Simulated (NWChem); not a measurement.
# C8H6BF3Se (SMILES CC#CB1C=CC=C(C(F)(F)F)[Se]1) at wB97/STO-3G (esp resp)

Aim: the energy difference between two shapes of C8H6BF3Se at wB97/STO-3G (esp resp), from 2 runs. 

The calculation is run with NWChem 7.3.0.

2 further runs of the same task are left out: 2 set aside as unsound or not needed.

## 1. The molecule

C8H6BF3Se has 19 atoms, charge 0, and is taken as a singlet. SMILES: `CC#CB1C=CC=C(C(F)(F)F)[Se]1`. The shape comes from GFN2-xTB, which is rough for such elements, and wasn't checked as a minimum.

Some bond lengths: C1–C2 1.443 Å, C2–C3 1.209 Å, C3–B4 1.501 Å, B4–C5 1.523 Å, C5–C6 1.360 Å, C6–C7 1.419 Å, C7–C8 1.357 Å, C8–C9 1.497 Å, C9–F10 1.342 Å, C9–F11 1.348 Å, C9–F12 1.342 Å, B4–Se13 1.927 Å, C8–Se13 1.864 Å, C1–H14 1.090 Å, C1–H15 1.090 Å, C1–H16 1.090 Å. Some angles: C1–C2–C3 179.8°, C2–C3–B4 179.1°, C3–B4–C5 122.2°, C3–B4–Se13 118.5°, C5–B4–Se13 119.3°, B4–C5–C6 125.5°, C5–C6–C7 125.0°, C6–C7–C8 125.4°, C7–C8–C9 118.9°, C7–C8–Se13 126.5°.

## 2. The energy at wB97/STO-3G (esp resp)

File mymol.nw:

```
START mymol
memory total 2900 mb

GEOMETRY units atomic noautosym nocenter noautoz
 C     -8.86540445     1.02041431     0.01396508
 C     -6.17122191     0.60125416    -0.01012893
 C     -3.91439759     0.25019974    -0.02154288
 B     -1.11886904    -0.22860017    -0.03095371
 C     -0.01713982    -2.88710468    -0.01347375
 C      2.48737091    -3.46513410    -0.00582036
 C      4.48097528    -1.67125489    -0.01814137
 C      4.18685830     0.87668174    -0.05909174
 C      6.48780773     2.52149936     0.00185193
 F      8.41513941     1.58736994    -1.35763594
 F      7.38578669     2.82950582     2.36588042
 F      6.03593642     4.85194741    -0.88879489
 Se     1.13393016     2.63227511    -0.06254993
 H     -9.31786158     2.79273175    -0.93282551
 H     -9.53209983     1.11803756     1.96079872
 H     -9.83447490    -0.52477694    -0.94337018
 H     -1.30842747    -4.47693126    -0.00173855
 H      3.07371513    -5.42583834     0.01309580
 H      6.39241436    -2.40227654    -0.00952422
END

BASIS "ao basis" cartesian
 * library STO-3G
END

DFT
 xc wb97
 grid fine
 convergence energy 1e-07
 direct
 maxiter 100
END

ESP
 restrain
 recalculate
END

TASK dft energy
TASK esp
```

Run with:

```bash
$ nwchem mymol.nw > mymol.out
```

Standard output (excerpt; [...] marks lines left out):

```text
[...]
          Wavefunction type:  closed shell.
          No. of atoms     :    19
          No. of electrons :   120
[...]
          Charge           :     0
          Spin multiplicity:     1
[...]
          AO basis - number of functions:    85
[...]
              XC Information
              --------------
                        wb97  Method XC Functional
                     Hartree-Fock (Exact) Exchange  1.000
                          wb97 Exchange Functional  1.000
                       wb97 Correlation Functional  1.000
[...]
 d= 0,ls=0.0,diis     1  -2999.7948728450 -4.08D+03  2.70D-02  2.83D+00     6.1
[...]
 d= 0,ls=0.0,diis    11  -3000.1541842231 -1.56D-08  9.78D-07  3.05D-09    86.8
         Total DFT energy =    -3000.154184223088
      One electron energy =    -6334.865080213125
           Coulomb energy =     2423.339304394000
    Exchange-Corr. energy =     -169.106101918503
 Nuclear repulsion energy =     1080.477693514541
[...]
 Dipole moment                                  0.694861    0.688093    0.705254
 Quadrupole moment Qxx                          9.693155    9.690471   10.000136
                   Qyy                         -4.131982   -4.094830   -4.334197
                   Qzz                         -5.561173   -5.595640   -5.665939
[...]
```

Wall time 92 s (1 thread of Intel Xeon Platinum 8488C (Sapphire Rapids), shared host); peak memory 0.12 GiB.

## 3. The distorted shape

File c8h6bf3se.nw:

```
start c8h6bf3se
title "C8H6BF3Se"
memory stack 1160 mb heap 290 mb global 1450 mb
charge 0

geometry noautosym nocenter noautoz
  C     -4.719045     0.547603     0.018001
  C     -3.274100     0.323704    -0.000325
  C     -2.063565     0.133275     0.007787
  B     -0.573280    -0.065474     0.011312
  C     -0.019127    -1.561512     0.033363
  C      1.331422    -1.809638    -0.011676
  C      2.354690    -0.910295     0.006102
  C      2.210273     0.471313    -0.007873
  C      3.447261     1.334720     0.017978
  F      4.444141     0.832249    -0.754983
  F      3.901709     1.502086     1.258331
  F      3.205225     2.562038    -0.478358
  Se     0.601561     1.398028    -0.062749
  H     -4.934825     1.496211    -0.491922
  H     -5.054932     0.594932     1.029771
  H     -5.216905    -0.253940    -0.508349
  H     -0.658616    -2.347010    -0.005654
  H      1.597253    -2.881453     0.000674
  H      3.376105    -1.286990    -0.007471
end

basis cartesian
  * library STO-3G
end

dft
  xc wb97
  grid fine
  convergence energy 1e-07
  direct
  maxiter 100
end

esp
  restrain
  recalculate
end

task dft energy
task esp
```

Run with:

```bash
$ nwchem c8h6bf3se.nw > c8h6bf3se.out
```

Standard output (excerpt; [...] marks lines left out):

```text
[...]
          Wavefunction type:  closed shell.
          No. of atoms     :    19
          No. of electrons :   120
[...]
          Charge           :     0
          Spin multiplicity:     1
[...]
          AO basis - number of functions:    85
[...]
              XC Information
              --------------
                        wb97  Method XC Functional
                     Hartree-Fock (Exact) Exchange  1.000
                          wb97 Exchange Functional  1.000
                       wb97 Correlation Functional  1.000
[...]
 d= 0,ls=0.0,diis     1  -2999.7730992985 -4.08D+03  2.73D-02  2.86D+00     9.4
[...]
 d= 0,ls=0.0,diis    11  -3000.1368658438 -2.01D-08  1.25D-06  2.29D-09    91.0
         Total DFT energy =    -3000.136865843831
      One electron energy =    -6332.528889224566
           Coulomb energy =     2422.003508414314
    Exchange-Corr. energy =     -169.084335367032
 Nuclear repulsion energy =     1079.472850333453
[...]
 Dipole moment                                  0.563417    0.556656    0.567325
 Quadrupole moment Qxx                         10.021777   10.006728   10.231873
                   Qyy                         -4.485712   -4.439423   -4.585372
                   Qzz                         -5.536065   -5.567305   -5.646501
[...]
```

Run time: 96 s. Hardware: 1 thread of Intel Xeon Platinum 8488C (Sapphire Rapids), shared host; peak memory 0.12 GiB.

## 4. Results

At wB97/STO-3G (esp resp):

| quantity | value |
| --- | --- |
| first shape: total energy | -3000.15418 Eh |
| first shape: dipole moment | 1.62 D |
| first shape: HOMO energy | -7.22 eV |
| first shape: LUMO energy | 2.66 eV |
| first shape: HOMO–LUMO gap | 9.88 eV |
| distorted shape: total energy | -3000.13687 Eh |
| distorted shape: dipole moment | 1.29 D |
| distorted shape: HOMO energy | -7.02 eV |
| distorted shape: LUMO energy | 2.75 eV |
| distorted shape: HOMO–LUMO gap | 9.78 eV |
| energy change with the atoms displaced | 0.471 eV |

In words: With the atoms displaced the energy rises by 0.47 eV (10.9 kcal/mol). The first shape isn't relaxed at this level, so the change isn't measured from a minimum. The minimal basis adds a large error of its own.
